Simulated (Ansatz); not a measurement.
# C3H10OSi: small, medium and large basis sets

Aim: see how fast density functionals converge with the basis set for C3H10OSi.

Computed with Ansatz 0.2.0, Gaussian basis. Level: one geometry, several basis sets.

Levels to be run: PBE0-D4/def2-SVP; ωB97M-V/def2-SVP; PBE0-D4/def2-QZVPP; ωB97M-V/def2-QZVPP; the functionals' def2-TZVPP values are taken from earlier runs.

**1. Structure used throughout**

All runs share one geometry, relaxed beforehand with PBE0-D4 in a triple-zeta def2 set.

SMILES `CO[SiH](C)C`, 15 atoms, charge 0, spin multiplicity 1.

Atoms are counted from 1 here; the program's logs count them from 0.

Bond lengths: C1–O2 1.404 Å, C1–H6 1.097 Å, C1–H7 1.092 Å, C1–H8 1.097 Å, O2–Si3 1.650 Å, Si3–C4 1.858 Å, Si3–C5 1.867 Å, Si3–H9 1.496 Å, C4–H10 1.093 Å, C4–H11 1.093 Å, C4–H12 1.092 Å, C5–H13 1.093 Å, C5–H14 1.094 Å, C5–H15 1.093 Å. Angles: O2–C1–H6 111.7°, O2–C1–H7 108.5°, O2–C1–H8 111.7°, H6–C1–H7 108.3°, H6–C1–H8 108.3°, H7–C1–H8 108.2°, C1–O2–Si3 123.0°, O2–Si3–C4 106.3°, O2–Si3–C5 111.3°, O2–Si3–H9 108.5°, C4–Si3–C5 111.9°, C4–Si3–H9 110.7°, C5–Si3–H9 108.2°, Si3–C4–H10 110.7°, Si3–C4–H11 110.8°, Si3–C4–H12 110.8°, H10–C4–H11 108.1°, H10–C4–H12 108.1° and more.

**2. PBE0-D4 in def2-SVP**

in.yaml reads:

```yaml
crystal:
  periodic: [false, false, false]
  atoms:
    - {symbol: C, position_ang: [-1.013153, 0.027768, 2.072544]}
    - {symbol: O, position_ang: [0.130772, -0.194632, 1.288713]}
    - {symbol: Si, position_ang: [0.071521, -0.411161, -0.346330]}
    - {symbol: C, position_ang: [1.799881, -0.838091, -0.877161]}
    - {symbol: C, position_ang: [-0.565948, 1.116261, -1.209892]}
    - {symbol: H, position_ang: [-1.785799, -0.729399, 1.888305]}
    - {symbol: H, position_ang: [-0.727915, -0.023732, 3.125314]}
    - {symbol: H, position_ang: [-1.447331, 1.016865, 1.883416]}
    - {symbol: H, position_ang: [-0.866426, -1.538997, -0.641200]}
    - {symbol: H, position_ang: [2.486846, -0.018473, -0.652033]}
    - {symbol: H, position_ang: [1.838970, -1.028875, -1.952818]}
    - {symbol: H, position_ang: [2.155499, -1.731589, -0.359715]}
    - {symbol: H, position_ang: [0.081615, 1.975921, -1.018057]}
    - {symbol: H, position_ang: [-0.603705, 0.955526, -2.291090]}
    - {symbol: H, position_ang: [-1.576426, 1.371708, -0.880696]}
basis:
  gaussian: {orbitals: def2-SVP}
hamiltonian: {xc: pbe0, dispersion: d4}
output: {orbitals: {seedname: orbitals}}
```

The runs that follow: ωB97M-V in def2-SVP; PBE0-D4 in def2-QZVPP; ωB97M-V in def2-QZVPP.

Q: Predict the results of all the runs planned. Wanted: PBE0-D4: double and triple zeta above quadruple; ωB97M-V: double and triple zeta above quadruple.

**Answer**, as computed:

| quantity | value |
| --- | --- |
| PBE0-D4: double and triple zeta above quadruple | 9.62, 0.59 eV |
| ωB97M-V: double and triple zeta above quadruple | 9.93, 0.56 eV |

In words: For PBE0-D4 the step from double to triple zeta gains 9.03 eV and the next only 0.59 eV. These are total energies; as a rule much of such shifts cancels in differences, which this series doesn't test. The LUMO of ωB97M-V is positive and keeps falling with the basis (3.37 to 1.81 eV): an unbound level that the basis holds in place.
